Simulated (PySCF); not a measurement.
# H6O5Ta (Ta(O)2(H2O)3): the cost of one run

Method: PBE0, Ta def2-SVP with ECP60, O def2-SVP, H def2-SVP; scalar-relativistic core potentials, no spin–orbit coupling; program: PySCF 2.14.0.

1 further run of the same task is left out (for a known fault of the program). Runs told in other sessions of the task aren't counted.

**1. Where the work starts**

12 atoms, charge 0, spin multiplicity 2.

Bond lengths: Ta1–O2 1.554 Å, Ta1–O3 1.554 Å, O4–H5 0.970 Å, O4–H6 0.970 Å, O7–H8 0.970 Å, O7–H9 0.970 Å, O10–H11 0.970 Å, O10–H12 0.970 Å. Angles: O2–Ta1–O3 180.0°, H5–O4–H6 105.1°, H8–O7–H9 105.1°, H11–O10–H12 105.1°.

Coordinates:

```
Ta    0.0000    0.0000    0.0000
O     0.0000    0.0000    1.5540
O     0.0000    0.0000   -1.5540
O     2.1000    0.0000    0.0000
H     2.6900   -0.7700    0.0000
H     2.6900    0.7700    0.0000
O    -1.0500    1.8187    0.0000
H    -0.6782    2.7146    0.0000
H    -2.0118    1.9446    0.0000
O    -1.0500   -1.8187    0.0000
H    -2.0118   -1.9446    0.0000
H    -0.6782   -2.7146    0.0000
```

Formal oxidation states: Ta +4.

**2. SCF at the start, doublet**

Input file run.py (the lines that set the calculation):

```python
mol = gto.M(atom='''
Ta     0.00000     0.00000     0.00000
O      0.00000     0.00000     1.55400
O      0.00000     0.00000    -1.55400
O      2.10000     0.00000     0.00000
H      2.69000    -0.77000     0.00000
H      2.69000     0.77000     0.00000
O     -1.05000     1.81870     0.00000
H     -0.67820     2.71460     0.00000
H     -2.01180     1.94460     0.00000
O     -1.05000    -1.81870     0.00000
H     -2.01180    -1.94460     0.00000
H     -0.67820    -2.71460     0.00000''',
    basis={'Ta': 'def2-SVP', 'O': 'def2-SVP', 'H': 'def2-SVP'},
    ecp={'Ta': 'def2-SVP'},
    charge=0, spin=1)
mf = dft.UKS(mol, xc='PBE0')
mf.grids.atom_grid = (50, 194)
mf = mf.density_fit()  # fitting sets: Ta def2-universal-JKFIT, O def2-universal-JKFIT, H def2-universal-JKFIT
mf.conv_tol = 1e-08; mf.max_cycle = 55
mf.kernel(dm0)  # dm0: free metal ions and neutral atoms
```

Started as:

```bash
$ OMP_NUM_THREADS=4 python run.py
```

What time and memory should one allow on 4 threads of AMD EPYC 7R43 (Zen 3), shared host?

About 49 s, with a peak of 1.5 GiB.
